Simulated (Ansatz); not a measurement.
**C₃H₁₀MoN₂O₂: small, medium and large basis sets**

Aim: see how fast density functionals converge with the basis set for C₃H₁₀MoN₂O₂.

Program: Ansatz 0.2.0, Gaussian basis. Level of theory: one geometry, several basis sets. These are calculated values, not measurements.

Plan: PBE0-D4/def2-SVP; ωB97M-V/def2-SVP; PBE0-D4/def2-QZVPP; ωB97M-V/def2-QZVPP; the functionals' def2-TZVPP values are taken from earlier runs.

### 1 The geometry

An earlier PBE0-D4 in a triple-zeta def2 set relaxation fixed the geometry. Mo takes the def2 core potential; no spin-orbit term is included.

SMILES `C[N]=[Mo](=[O])([OH])[N](C)C`, 18 atoms, charge 0, spin multiplicity 1.

Atoms are counted from 1 here; the program's logs count them from 0.

Bond lengths: C1–N2 1.420 Å, C1–H9 1.096 Å, C1–H10 1.095 Å, C1–H11 1.096 Å, N2–Mo3 1.732 Å, Mo3–O4 1.692 Å, Mo3–O5 1.909 Å, Mo3–N6 1.926 Å, O5–H12 0.961 Å, N6–C7 1.446 Å, N6–C8 1.442 Å, C7–H13 1.092 Å, C7–H14 1.098 Å, C7–H15 1.098 Å, C8–H16 1.088 Å, C8–H17 1.099 Å, C8–H18 1.098 Å. Angles: N2–C1–H9 109.8°, N2–C1–H10 110.1°, N2–C1–H11 112.2°, H9–C1–H10 107.4°, H9–C1–H11 108.4°, H10–C1–H11 108.7°, C1–N2–Mo3 151.2°, N2–Mo3–O4 112.2°, N2–Mo3–O5 107.1°, N2–Mo3–N6 105.4°, O4–Mo3–O5 111.5°, O4–Mo3–N6 109.4°, O5–Mo3–N6 111.1°, Mo3–O5–H12 118.2°, Mo3–N6–C7 118.6°, Mo3–N6–C8 128.1°, C7–N6–C8 113.2°, N6–C7–H13 111.2° and more.

### 2 PBE0-D4 in def2-SVP

in.yaml reads:

```yaml
crystal:
  periodic: [false, false, false]
  atoms:
    - {symbol: C, position_ang: [0.162659, -1.968294, 2.397891]}
    - {symbol: N, position_ang: [0.502497, -0.963964, 1.453590]}
    - {symbol: Mo, position_ang: [0.354791, 0.644849, 0.829081]}
    - {symbol: O, position_ang: [-0.790092, 1.556548, 1.677847]}
    - {symbol: O, position_ang: [2.087383, 1.442516, 0.913163]}
    - {symbol: N, position_ang: [-0.222339, 0.434636, -0.996850]}
    - {symbol: C, position_ang: [-0.797276, 1.574270, -1.676760]}
    - {symbol: C, position_ang: [-0.212715, -0.761636, -1.801797]}
    - {symbol: H, position_ang: [-0.196637, -2.862506, 1.876267]}
    - {symbol: H, position_ang: [1.047300, -2.258173, 2.975223]}
    - {symbol: H, position_ang: [-0.617468, -1.636309, 3.092168]}
    - {symbol: H, position_ang: [2.144637, 2.399973, 0.964934]}
    - {symbol: H, position_ang: [-0.837322, 2.446702, -1.020848]}
    - {symbol: H, position_ang: [-1.822860, 1.357155, -2.003455]}
    - {symbol: H, position_ang: [-0.207176, 1.842059, -2.562788]}
    - {symbol: H, position_ang: [0.197130, -1.595901, -1.235454]}
    - {symbol: H, position_ang: [-1.229589, -1.019866, -2.128234]}
    - {symbol: H, position_ang: [0.399576, -0.620858, -2.702277]}
basis:
  gaussian: {orbitals: def2-SVP}
hamiltonian: {xc: pbe0, dispersion: d4}
output: {orbitals: {seedname: orbitals}}
```

On the command line:

```sh
$ ansatz run in.yaml --threads 4 --pin off --events-out ev --progress --plain --max-ram 66560MiB --backend cpu
```

The runs that follow: ωB97M-V in def2-SVP; PBE0-D4 in def2-QZVPP; ωB97M-V in def2-QZVPP.

Q: Predict the results of all the runs planned. Wanted: PBE0-D4: double and triple zeta above quadruple; ωB97M-V: double and triple zeta above quadruple.

**Answer**, as computed:

```
                                       quantity           value
PBE0-D4: double and triple zeta above quadruple  13.35, 0.70 eV
ωB97M-V: double and triple zeta above quadruple  13.80, 0.68 eV
```

**Reading.** For PBE0-D4 the step from double to triple zeta gains 12.65 eV and the next only 0.70 eV. These are total energies; as a rule much of such shifts cancels in differences, which this series doesn't test.
